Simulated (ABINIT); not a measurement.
Something may be wrong with this ABINIT 10.8.3 (patched build) calculation of GaGe.

Contents of run.abi:

```
pp_dirpath "./"
pseudos "Ge.GGA_PBE-JTH.xml, Ga.GGA_PBE-JTH.xml"

acell 4.0981702864 4.0981702864 4.0981702864 Angstrom
rprim
     0.0000000000     0.7071067812     0.7071067812
     0.7071067812     0.0000000000     0.7071067812
     0.7071067812     0.7071067812     0.0000000000
ntypat 2
znucl 32 31
natom 2
typat 1 2
xred
     0.0000000000     0.0000000000     0.0000000000
     0.2500000000     0.2500000000     0.2500000000

ecut 22.0
pawecutdg 44.0
pawxcdev 0

kptopt 1
ngkpt 4 4 4
nshiftk 1
shiftk 0.0 0.0 0.0

ixc 11

nband 18
tsmear 0.05 eV

nstep 80
tolvrs 1.0e-9

iomode 3
prtwf 0
prtden 0
prteig 0
prtebands 0
prtvol 2

occupt 3
```

Potentials or basis: JTH PAW PBE v2.0.

The run is started by

```bash
$ abinit run.abi > log 2>&1
```

run.abo:

```text
.Version 10.8.3 of ABINIT
 Symmetries : space group F-4 3 m (#216); Bravais cF (face-center cubic)
================================================================================
 Values of the parameters that define the memory need of the present run
     intxc =       0    ionmov =       0      iscf =      17    lmnmax =      18
     lnmax =       6     mgfft =      36  mpssoang =       3    mqgrid =    3001
     natom =       2  nloc_mem =       2    nspden =       1   nspinor =       1
    nsppol =       1      nsym =      24    n1xccc =       1    ntypat =       2
    occopt =       1   xclevel =       2
       mpw =        1628          nfft =       46656          nkpt =           8
[... 44 lines left out ...]
            znucl       32.00000   31.00000

================================================================================

 chkinp: Checking input parameters for consistency.

--- !ERROR
message: |
    Found token: `OCCUPT` in the input file.
    This name is not one of the registered input variable names (see
    Action: check your input file. Perhaps you mistyped the input variable,
    or specified "img", although this was not permitted for this input variable.
...
```

Q: How did it end, and where is the flaw?

A: The input was rejected before any iteration. The input holds a flaw that was put in on purpose: misspelt keyword (occupt = 3).
